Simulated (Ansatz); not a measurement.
# F2H4InNSiTe: up Jacob's ladder to CCSD(T)

Aim: compute F2H4InNSiTe with functionals from several rungs and with coupled cluster, and see how far each lands from CCSD(T) at the basis-set limit for the atomisation energy.

Program: Ansatz 0.2.0, Gaussian basis. Level of theory: functionals in def2-TZVPP, the program's frozen cores in correlated methods. These are calculated values, not measurements.

The runs, in order: LDA (SPW92), PBE-D4, revPBE-D4, BLYP-D4, r2SCAN-D4, B97M-V, PBE0-D4, B3LYP-D4, r2SCANh-D4, r2SCAN0-D4, HSE06-D4, BHLYP-D4, CAM-B3LYP-D4, LC-ωPBE, ωB97X-V, ωB97M-V, B2PLYP, PBE-QIDH; CCSD(T)/def2-SVP; CCSD(T)/def2-TZVPP; MP2/def2-QZVPP; extrapolation to the limit; RPA on PBE.

### 1 Structure used throughout

All runs share one geometry, relaxed beforehand with PBE0-D4 in a triple-zeta def2 set. Te, In take the def2 core potential; no spin-orbit term is included.

SMILES `N[Si](F)(F)[Te][InH2]`, 10 atoms, charge 0, spin multiplicity 1.

Atoms are counted from 1 here; the program's logs count them from 0.

Bond lengths: N1–Si2 1.778 Å, N1–H7 1.015 Å, N1–H8 1.015 Å, Si2–F3 1.589 Å, Si2–F4 1.589 Å, Si2–Te5 2.407 Å, Te5–In6 2.833 Å, In6–H9 1.715 Å, In6–H10 1.715 Å. Angles: Si2–N1–H7 113.7°, Si2–N1–H8 113.7°, H7–N1–H8 108.2°, N1–Si2–F3 105.1°, N1–Si2–F4 105.2°, N1–Si2–Te5 107.6°, F3–Si2–F4 105.5°, F3–Si2–Te5 116.2°, F4–Si2–Te5 116.2°, Si2–Te5–In6 73.9°, Te5–In6–H9 113.0°, Te5–In6–H10 113.0°, H9–In6–H10 130.6°.

As a file:

```tsv
atom	x (Å)	y (Å)	z (Å)
N1	0.39337	-0.83096	0.01146
Si2	-0.42919	-0.05233	-1.35893
F3	0.64066	-0.04411	-2.53334
F4	-1.54934	-1.08317	-1.81330
Te5	-1.20591	2.10016	-0.61373
In6	0.10249	0.92437	1.60696
H7	-0.05025	-1.69046	0.31825
H8	1.37470	-1.02487	-0.15910
H9	-0.98522	0.21316	2.72613
H10	1.70871	1.48820	1.81557
```

### 2 LDA

This LDA is Slater exchange with PW92 correlation.

Input file in.yaml:

```yaml
crystal:
  periodic: [false, false, false]
  atoms:
    - {symbol: N, position_ang: [0.393372, -0.830956, 0.011464]}
    - {symbol: Si, position_ang: [-0.429194, -0.052329, -1.358932]}
    - {symbol: F, position_ang: [0.640658, -0.044110, -2.533343]}
    - {symbol: F, position_ang: [-1.549344, -1.083170, -1.813300]}
    - {symbol: Te, position_ang: [-1.205913, 2.100162, -0.613726]}
    - {symbol: In, position_ang: [0.102487, 0.924371, 1.606965]}
    - {symbol: H, position_ang: [-0.050254, -1.690461, 0.318253]}
    - {symbol: H, position_ang: [1.374699, -1.024874, -0.159099]}
    - {symbol: H, position_ang: [-0.985216, 0.213164, 2.726132]}
    - {symbol: H, position_ang: [1.708706, 1.488201, 1.815575]}
basis:
  gaussian: {orbitals: def2-TZVPP}
hamiltonian: {xc: lda}
output: {orbitals: {seedname: orbitals}}
```

Started as:

```bash
> ansatz run in.yaml --threads 2 --pin off --events-out ev --progress --plain --max-ram 20480MiB --backend cuda --devices 0, --max-vram 18GiB
```

Further steps of the session: PBE-D4 (GGA); revPBE-D4 (GGA); BLYP-D4 (GGA); r2SCAN-D4 (meta-GGA); B97M-V (meta-GGA); B3LYP-D4 (hybrid); r2SCANh-D4 (hybrid); r2SCAN0-D4 (hybrid); HSE06-D4 (hybrid); BHLYP-D4 (hybrid); CAM-B3LYP-D4 (range-separated); LC-ωPBE (range-separated); ωB97X-V (range-separated); ωB97M-V (range-separated); B2PLYP (double hybrid); PBE-QIDH (double hybrid); CCSD(T) in def2-SVP; CCSD(T) in def2-TZVPP; MP2 in def2-QZVPP; RPA on PBE orbitals.

**Question.** What will the summary of the whole plan be? Wanted: atomisation energy, CCSD(T)/CBS; farthest beyond LDA; mean size of error, GGA; mean size of error, meta-GGA; mean size of error, hybrid; mean size of error, range-separated; mean size of error, double hybrid; gap, smallest and largest; T1 diagnostic.

The runs gave:

| quantity | value |
| --- | --- |
| atomisation energy, CCSD(T)/CBS | 3351.7 kJ/mol |
| functionals within 33.5 kJ/mol (1.0 %) | PBE-D4, ωB97X-V |
| farthest beyond LDA | BHLYP-D4 (-173.4 kJ/mol) |
| mean size of error, GGA | 73.8 kJ/mol |
| mean size of error, meta-GGA | 43.0 kJ/mol |
| mean size of error, hybrid | 101.9 kJ/mol |
| mean size of error, range-separated | 44.4 kJ/mol |
| mean size of error, double hybrid | 98.5 kJ/mol |
| gap, smallest and largest | 3.62 eV (BLYP-D4), 9.69 eV (LC-ωPBE) |
| T1 diagnostic | 0.0128 |
| triples share of the correlation energy | 3.0 % |

What this shows: The LDA atomisation energy is off by 470.2 kJ/mol (14 %): it overbinds. PBE-D4 is off by -15.1 kJ/mol. Double hybrids carry the basis error of their MP2 part in triple zeta, and no dispersion term here, so their miss is partly the set-up's. By mean error the best rung here is meta-GGA (43.0 kJ/mol) and the worst beyond LDA is hybrid (101.9 kJ/mol). The gap between the best rungs is small, so their order is not settled. The mean of the hybrids holds BHLYP, with half exact exchange. The reference freezes the cores and leaves out spin-orbit coupling and excitations past (T), and its outer-core shells are covered unevenly, so misses under about 33.5 kJ/mol can't be ranked. All levels share the lack of spin-orbit coupling, which lowers the free heavy atoms and so the true binding. Hartree-Fock recovers 69 % of the binding; the rest is correlation. CCSD(T) in def2-SVP is off by -351.2 kJ/mol, which most functionals beat. Orbital gaps span 3.6 to 9.7 eV; exact exchange widens them. Correlated methods include outer-core shells of In, Te, which these sets cover unevenly.
